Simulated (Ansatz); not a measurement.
# ZnCl2 + H2: a complex and its separated parts

The complex below is one end of an elementary step. How strongly is it bound against its free parts?

Method: PBE0-D4/def2-TZVP structures, single points in def2-TZVPP, no counterpoise correction; program: Ansatz 0.2.0, Gaussian basis.

Levels: SPW92, PBE-D4, BLYP-D4, r2SCAN-D4, B97M-V, PBE0-D4, B3LYP-D4, r2SCAN0-D4, BHLYP-D4, CAM-B3LYP-D4, wB97X-V, wB97M-V, B2PLYP, PBE-QIDH, RPA on PBE, Hartree-Fock, MP2, CCSD, CCSD(T).

Cores are frozen in the correlated methods. The 3s and 3p shells of Cu and Zn are frozen; filled d shells are correlated. B3LYP uses VWN-RPA correlation. B2PLYP carries no dispersion term here.

21 further runs of the same task are left out: 21 set aside as unsound or not needed.

**1. The system as given**

The complex: 5 atoms, charge 0, spin multiplicity 1.

Atoms are counted from 1 here; the program's logs count them from 0.

Bond lengths: Zn1–Cl2 2.089 Å, Zn1–Cl3 2.089 Å, H4–H5 0.750 Å. Angles: Cl2–Zn1–Cl3 176.0°.

Coordinates:

```xyz
5
charge 0, multiplicity 1
Zn   -0.32627   -0.57582   -0.80125
Cl    0.35691   -2.33598    0.09217
Cl   -1.05495    1.10403   -1.80639
H     0.63892    0.59484    1.42817
H     0.38539    1.21283    1.08730
```

Its parts: ZnCl2 holds atoms 1, 2, 3; H2 holds atoms 4, 5. Each part counts its atoms afresh in its own runs.

**2. Relaxing ZnCl2 alone**

Contents of relax-a/in.yaml:

```yaml
crystal:
  periodic: [false, false, false]
  atoms:
    - {symbol: Zn, position_ang: [-0.326274, -0.575817, -0.801250]}
    - {symbol: Cl, position_ang: [0.356913, -2.335981, 0.092166]}
    - {symbol: Cl, position_ang: [-1.054952, 1.104026, -1.806391]}
basis:
  gaussian: {orbitals: def2-TZVP}
hamiltonian: {xc: pbe0, dispersion: d4}
relax: {f_tol: 0.005, max_steps: 200}
```

No record of the launch command was kept for these runs.

After this run come: Relaxing H2 alone; wB97M-V/def2-TZVPP; CCSD(T)/def2-TZVPP; Vibrations of ZnCl2; Vibrations of H2.

Q: Predict the outcome of this session. Wanted: complex less parts, CCSD(T)/def2-TZVPP; with zero-point energy; largest T1 diagnostic.

The runs gave:

| quantity | value |
| --- | --- |
| complex less parts, CCSD(T)/def2-TZVPP | -0.85 kcal/mol |
| with zero-point energy | +0.44 kcal/mol |
| largest T1 diagnostic | 0.013 |

**Reading.** At CCSD(T) the complex lies 0.85 kcal/mol below its parts. B3LYP-D4 is the best functional here (-0.16 kcal/mol from CCSD(T)); SPW92 is the worst (-2.23 kcal/mol). Mean unsigned error by rung: LDA 2.23, GGA 0.38, meta-GGA 0.47, hybrid 0.50, range-separated hybrid 0.47, double hybrid 0.33 kcal/mol. PBE-D4 gives a relative energy 0.58 kcal/mol too low, an error of 69 % of the reference. No counterpoise was applied, and triple zeta lacks some correlation, so the CCSD(T) reference has a basis error of its own, and close matches with it are partly luck.
